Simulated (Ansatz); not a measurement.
# Ti3C2: further runs on the relaxed cell

An exercise on one series of results from a longer session: the logs are not shown, and one member is left open.

Computed with Ansatz 0.2.0 (DFT PBEsol, scalar-relativistic, plane waves, PAW, unless a step's input says otherwise).

1 further run of the same task is left out (set aside as unsound or not needed). Runs told in other sessions of the task aren't counted.

### The starting structure

It takes space group P6_3/mmc (No. 194, hexagonal). Conventional cell: a = 3.042 Å, b = 3.042 Å, c = 14.985 Å, α = 90.00°, β = 90.00°, γ = 120.00°. Ti (site symmetry 3m) is surrounded by 3 C at 2.05 Å. Ti (site symmetry -3m) is surrounded by 6 C at 2.18 Å. C (site symmetry 3m) is surrounded by 6 Ti at 2.05 to 2.18 Å.

Structure file:

```xyz
10
Lattice="3.0421 0.0000 0.0000 -1.5210 2.6345 0.0000 0.0000 0.0000 14.9846" Properties=species:S:1:pos:R:3 pbc="T T T"
Ti    0.0000    1.7564   12.6439
Ti    1.5210    0.8782    5.1516
Ti    1.5210    0.8782    2.3407
Ti    0.0000    1.7564    9.8331
Ti    0.0000    0.0000    0.0000
Ti    0.0000    0.0000    7.4923
C     1.5210    0.8782   13.7017
C     0.0000    1.7564    6.2094
C     1.5210    0.8782    8.7753
C     0.0000    1.7564    1.2830
```

It goes back to an entry of the Materials Project, which need not be the stable form.

It is the result of an earlier relaxation at this level (volume 12.01 Å³/atom; gap on the mesh: none (metal)).

Set-up of the first run:

Contents of input.yaml:

```yaml
crystal:
  lattice:
    - [3.0113596524, 0.0, 0.0]
    - [-1.5056798262, 2.6079139589, 0.0]
    - [0.0, 0.0, 14.8332789474]
  atoms:
    - { symbol: Ti, position: [0.3333333333, 0.6666666667, 0.8437914628] }
    - { symbol: Ti, position: [0.6666666667, 0.3333333333, 0.3437914628] }
    - { symbol: Ti, position: [0.6666666667, 0.3333333333, 0.1562085372] }
    - { symbol: Ti, position: [0.3333333333, 0.6666666667, 0.6562085372] }
    - { symbol: Ti, position: [0.0, 0.0, 0.0] }
    - { symbol: Ti, position: [0.0, 0.0, 0.5] }
    - { symbol: C, position: [0.6666666667, 0.3333333333, 0.9143810498] }
    - { symbol: C, position: [0.3333333333, 0.6666666667, 0.4143810498] }
    - { symbol: C, position: [0.6666666667, 0.3333333333, 0.5856189502] }
    - { symbol: C, position: [0.3333333333, 0.6666666667, 0.0856189502] }
basis:
  ecutwfc: 420
kpoints:
  mp_grid: { grid: [12, 12, 4] }
hamiltonian:
  xc: pbesol
scf:
  occupations: { method: gaussian, width: 0.1 }
output:
  forces: true
  stress: true
  eigenvalues: true
relax:
  adjacent_minimum: "off"
  f_tol: 0.01
  max_steps: 30
  cell: { stress_tol: 0.1, fix: [volume] }
```

Command:

```bash
$ ansatz run input.yaml --threads 2 --pin off --max-ram 5120MiB --backend cpu --events-out ev --progress --plain --runs-dir out
```

Steps of the session up to this table: Point at V/V0 = 0.97; Volume × 1.03; Volume × 0.94; Point at V/V0 = 1.06; Volume × 0.91; Volume × 1.10; Volume × 0.88.

One of the session's tables, all rows but one given; the rest of the session is left out.

It belongs to the step «Fit of the equation of state». 

| volume (Å³/atom) | energy above the lowest point (meV/atom) | pressure (GPa) |
| --- | --- | --- |
| 10.568 | 99.2 | 24.40 |
| 10.929 | 53.0 | 16.95 |
| 11.289 | ? | ? |
| 11.649 | 5.2 | 4.83 |
| 12.009 | 0.0 | -0.03 |
| 12.370 | 4.9 | -4.15 |
| 12.730 | 18.3 | -7.50 |
| 13.210 | 46.3 | -10.88 |

Q: Estimate the row for volume (Å³/atom) = 11.289 from the others.

Worked estimate for «energy above the lowest point (meV/atom)». A straight line through the neighbours (10.929, 53.0) and (11.649, 5.2) gives 53.0 + (5.2 − 53.0) × (11.289 − 10.929) / (11.649 − 10.929) = 29.1; a parabola fitted to 4 rows on both sides gives 22.3.

As computed: energy above the lowest point (meV/atom): 22.3; pressure (GPa): 10.47. In «energy above the lowest point (meV/atom)» the line misses by +6.8 and the parabola by 0.0.
